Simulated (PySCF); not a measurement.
# H18N6Rh ([Rh(NH3)6]3+): the cost of one run

Programs: PySCF 2.14.0, with routines of our own; each step states its level. All values are computed. Atoms count from 0.

### 1 The starting structure

25 atoms, charge 3, states of the metal's open shell are computed; geometry from: model start, shaken.

### 2 Geometry optimisation at PBE0-D3(BJ)/def2-SVP

Job settings and geometry (Å):

```
{"job": {"xc": "PBE0", "basis": "def2-SVP", "d3": "d3bj", "grid": 1, "maxiter": 45, "solvent": "water", "kind": "geom"}, "charge": 3, "metal": "Rh", "open_shell": "d6"}
Rh     0.000020     0.004480    -0.004110
N     -0.013360    -0.006820     2.080130
H      0.943260     0.020100     2.477950
H     -0.480490     0.823450     2.490690
H     -0.469600    -0.830060     2.484900
N      0.010430    -0.020160    -2.101860
H     -0.970880    -0.019340    -2.512960
H      0.467650     0.797090    -2.481270
H      0.473530    -0.818910    -2.523090
N      2.086920    -0.000730     0.001700
H      2.462380     0.935190    -0.014680
H      2.473200    -0.455270     0.803990
H      2.484850    -0.457910    -0.824860
N     -2.096680     0.001660     0.000960
H     -2.503710    -0.941210     0.020380
H     -2.508540     0.484070     0.817900
H     -2.494960     0.501190    -0.804670
N     -0.017990     2.096120     0.008650
H     -0.002830     2.495580     0.941360
H      0.826110     2.506910    -0.481310
H     -0.813060     2.478390    -0.469270
N     -0.017810    -2.103690    -0.002940
H      0.013480    -2.468160    -0.962210
H      0.804190    -2.475630     0.441290
H     -0.823050    -2.486800     0.490030
```

On the command line:

```sh
OMP_NUM_THREADS=1 python lf_run.py task.json out
```

The driver reads the jobs from task.json and runs them one after another.

Q: Estimate the wall time and peak memory of this first job on 1 thread of Arm Neoverse V2, shared host.

About 11 min, with a peak of 2.1 GiB.
